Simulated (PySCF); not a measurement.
# Ne²⁺ (triplet) with other numerical set-ups

Which parts of the numerical set-up matter for Ne²⁺ (triplet)? Each run edits the base script.

Computed with PySCF 2.14.0. Level: each script names its method and basis.

### 1 The atom

Ne²⁺ (triplet): 1 atom, charge 2, spin multiplicity 3.

### 2 Base script

File input.py:

```python
from pyscf import gto, scf, cc

mol = gto.M(
    atom='Ne 0 0 0',
    basis='6-31g',
    charge=2,
    spin=2,
    verbose=3,
)
mf = scf.UHF(mol)
mf.kernel()
mycc = cc.CCSD(mf, frozen=1)
mycc.kernel()
e = mycc.eeccsd(nroots=3)[0]
print('roots (eV) =', (e*27.211386).round(3))
mf.dip_moment()
print('orbital energies (hartree):', [e[max(0, n-3):n+3].round(4) for e, n in zip(mf.mo_energy, mol.nelec)])
```

Started as:

```sh
$ OMP_NUM_THREADS=1 python input.py
```

Its log is not repeated here.

Base result: E(SCF) = -126.298009 Eh, E(CCSD) − E(SCF) = -0.03925 Eh, ⟨S²⟩ = 2.002, excitation roots 0.001, 0.001, 0.347 eV.

Spin-unrestricted EOM-EE roots include spin flips and other components of the reference, which can be negative or near zero. The triplet is typed in the script; nothing here shows that it is the ground state.

### 3 Cartesian functions on

Run 1 changes Cartesian functions: off → on.

File input.py:

```python
from pyscf import gto, scf, cc

mol = gto.M(
    atom='Ne 0 0 0',
    basis='6-31g',
    charge=2,
    spin=2,
    cart=True,
    verbose=3,
)
mf = scf.UHF(mol)
mf.kernel()
mycc = cc.CCSD(mf, frozen=1)
mycc.kernel()
e = mycc.eeccsd(nroots=3)[0]
print('roots (eV) =', (e*27.211386).round(3))
mf.dip_moment()
print('orbital energies (hartree):', [e[max(0, n-3):n+3].round(4) for e, n in zip(mf.mo_energy, mol.nelec)])
```

Started as:

```sh
$ OMP_NUM_THREADS=1 python input.py
```

### 4 Density fitting cc-pvdz-jkfit

Run 2 changes density fitting: none → cc-pvdz-jkfit.

input.py: that of step 2 with these lines changed.

```diff
@@ -10,2 +10,3 @@
 mf = scf.UHF(mol)
+mf = mf.density_fit(auxbasis='cc-pvdz-jkfit')
 mf.kernel()
```

### 5 Cc-pcvtz

Run 3 changes basis set: 6-31g → cc-pcvtz.

input.py: that of step 2 with these lines changed.

```diff
@@ -4,3 +4,3 @@
     atom='Ne 0 0 0',
-    basis='6-31g',
+    basis='cc-pcvtz',
     charge=2,
```

Q: Predict the outcome of this session. Wanted: for each run, E(SCF); from base; gap, α spin; after the SCF.

The runs gave:

| run | E(SCF) (hartree) | from base (eV) | gap, α spin (eV) | functions | after the SCF |
| --- | --- | --- | --- | --- | --- |
| base | -126.298009 | 0 | 78.60 | 9 | CCSD correlation -1.068 eV, core frozen, first root 0.35 eV |
| Cartesian functions on | -126.298009 | 0.0000 | 78.60 | n/a | CCSD correlation -1.068 eV, core frozen, first root 0.35 eV |
| density fitting cc-pvdz-jkfit | -126.298007 | 0.0000 | 78.61 | 9 | CCSD correlation -1.068 eV, core frozen, first root 0.35 eV |
| cc-pcvtz | -126.365989 | -1.8498 | 67.34 | 43 | CCSD correlation -4.454 eV, core frozen, first root 0.02 eV |

In words: No change of the SCF energy comes from Cartesian functions on or density fitting cc-pvdz-jkfit. cc-pcvtz (43 functions) gives an energy 1.85 eV lower than 6-31g (9).
